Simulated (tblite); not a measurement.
# C4H5P3S: the cost of one run

Programs: tblite 0.8.0 and PySCF 2.14.0, with density-fitted response routines of our own. Each step states its level of theory. These are calculated values for one molecule, in the gas phase or a continuum, unless marked as measured. Atoms are numbered from 0 throughout.

**1. Starting geometry**

13 atoms, charge 0, multiplicity 1; geometry from: force field or distance geometry start.

Bonds of the start (Å): C0–S1 1.81, S1–C2 1.78, C2–P3 1.74, P3–C4 1.75, C4–P5 1.73, P5–C6 1.75, C6–P7 1.75, P7–C2 1.76, C0–H8 1.10, C0–H9 1.12, C0–H10 1.11, C4–H11 1.08, C6–H12 1.10.

**2. Geometry optimisation with GFN2-xTB**

What the job is given:

```
{"job": {"kind": "relax", "xc": "GFN2-xTB", "basis": "xTB"}, "charge": 0, "multiplicity": 1}
C      3.061300    -0.047300     0.202200
S      1.882100     0.003800    -1.174800
C      0.182200    -0.033800    -0.655800
P     -0.761500    -1.475000    -0.433500
C     -2.435400    -1.472300     0.077600
P     -3.226900     0.043800     0.344100
C     -2.332000     1.530000     0.122800
P     -0.650200     1.489100    -0.366000
H      2.591700    -0.008600     1.201000
H      3.747700     0.831000     0.110000
H      3.709400    -0.937700     0.050700
H     -2.951700    -2.418600     0.196500
H     -2.821100     2.496000     0.307500
```

Started as:

```
OMP_NUM_THREADS=1 python probes_run.py task.json out
```

This one command runs all jobs of the session in turn.

**Question.** How long does this first job take on 1 thread of Intel Xeon Platinum 8259CL at 2.50GHz, shared host, and how much memory does it need?

About 2 s, with a peak of 0.18 GiB.
